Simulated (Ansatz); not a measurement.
# BFH3NO: the cost of one run

Program: Ansatz 0.2.0. Level of theory: RKS PBE-D4/def2-SVP. These are calculated values, not measurements.

### Step 1. Starting point

Bond lengths: B1–N2 1.550 Å, N2–H3 1.060 Å, N2–H4 1.060 Å, B1–F5 1.320 Å, B1–O6 1.410 Å, O6–H7 1.010 Å. Angles: B1–N2–H3 120.0°, B1–N2–H4 120.0°, H3–N2–H4 120.0°, N2–B1–F5 120.0°, N2–B1–O6 120.0°, F5–B1–O6 120.0°, B1–O6–H7 109.5°.

As a file:

```xyz
7

B     0.0000    0.0000    0.0000
N     0.0000    0.0000    1.5500
H    -0.8770   -0.2713    2.0800
H     0.8770    0.2713    2.0800
F     1.1431    0.0000   -0.6600
O    -1.2211    0.0000   -0.7050
H    -1.7308   -0.8467   -0.4965
```

### Step 2. Relaxing the start

The input, input.yaml:

```yaml
crystal:
  periodic: [false, false, false]
  atoms:
    - { symbol: B, position_ang: [0.0, 0.0, 0.0] }
    - { symbol: "N", position_ang: [0.0, 0.0, 1.55] }
    - { symbol: H, position_ang: [-0.877, -0.2713, 2.08] }
    - { symbol: H, position_ang: [0.877, 0.2713, 2.08] }
    - { symbol: F, position_ang: [1.1431, 0.0, -0.66] }
    - { symbol: O, position_ang: [-1.2211, 0.0, -0.705] }
    - { symbol: H, position_ang: [-1.7308, -0.8467, -0.4965] }
basis:
  gaussian: { orbitals: def2-SVP }
hamiltonian:
  xc: pbe
  dispersion: d4
relax:
  f_tol: 0.02
  max_steps: 40
```

Started as:

```
> ansatz run input.yaml --threads 1 --pin off --max-ram 2048MiB --backend cpu --events-out ev --progress --plain --runs-dir out
```

Q: Estimate wall time and peak memory on 1 thread of Arm Neoverse V1, shared host.

About 21 s, with a peak of 0.15 GiB.
